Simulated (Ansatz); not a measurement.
**B: an axial (c/a) deformation path**

One table from this session's results is given with a row withheld; the runs are named, their logs left out.

Computed with Ansatz 0.2.0 (DFT LDA, scalar-relativistic, plane waves, PAW, unless a step's input says otherwise).

## Starting point

It takes space group P6/mmm (No. 191, hexagonal). Conventional cell: a = 1.702 Å, b = 1.702 Å, c = 3.635 Å, α = 90.00°, β = 90.00°, γ = 120.00°. Around B (site symmetry 6/mmm) lie 6 B at 1.70 Å.

Coordinates:

```cif
data_structure
_symmetry_space_group_name_H-M 'P 1'
_symmetry_Int_Tables_number 1
_cell_length_a 1.7024
_cell_length_b 1.7024
_cell_length_c 3.6354
_cell_angle_alpha 90.000
_cell_angle_beta 90.000
_cell_angle_gamma 120.000
_cell_volume 9.12
loop_
_atom_site_label
_atom_site_type_symbol
_atom_site_fract_x
_atom_site_fract_y
_atom_site_fract_z
_atom_site_occupancy
B1 B 0.00000 0.00000 0.00000 1
```

It goes back to an entry of the Materials Project, which need not be the stable form.

The cell is taken as given, not relaxed at this level.

Set-up of the first run:

input.yaml reads:

```yaml
crystal:
  lattice:
    - [1.7024335758, 0.0, 0.0]
    - [-0.8512167879, 1.4743507249, 0.0]
    - [0.0, 0.0, 3.63542285]
  atoms:
    - { symbol: B, position: [0.0, 0.0, 0.0] }
basis:
  ecutwfc: 420
kpoints:
  mp_grid: { grid: [36, 36, 14] }
hamiltonian:
  xc: lda
scf:
  occupations: { method: gaussian, width: 0.15 }
output:
  forces: true
  stress: true
  eigenvalues: true
```

Steps of the session up to this table: The undisturbed cell; Point ρ = 0.850; Point ρ = 1.200; ρ = 0.920; Point ρ = 1.100; At ρ = 0.960; At ρ = 1.050; Point ρ = 0.800; At ρ = 1.300.

One of the session's tables, all rows but one given; the rest of the session is left out.

The scan, with free energies counted from the undisturbed cell:

```
    ρ  ΔE (meV/atom)  pressure (GPa)
0.800          265.5           -32.8
0.850          151.3           -27.7
0.920           44.3           -16.9
0.960           12.5           -10.1
1.000            0.0            -2.9
1.050            9.5             6.4
1.100              ?               ?
1.200          179.9            35.4
1.300          393.3            55.4
```

**Question.** Estimate the row for ρ = 1.100.

Worked estimate for «ΔE (meV/atom)». A straight line through the neighbours (1.050, 9.5) and (1.200, 179.9) gives 9.5 + (179.9 − 9.5) × (1.100 − 1.050) / (1.200 − 1.050) = 66.3; a parabola fitted to 4 rows on both sides gives 46.5.

The run gave: ΔE (meV/atom): 44.3; pressure (GPa): 15.9. In «ΔE (meV/atom)» the line misses by +22.0 and the parabola by +2.2.
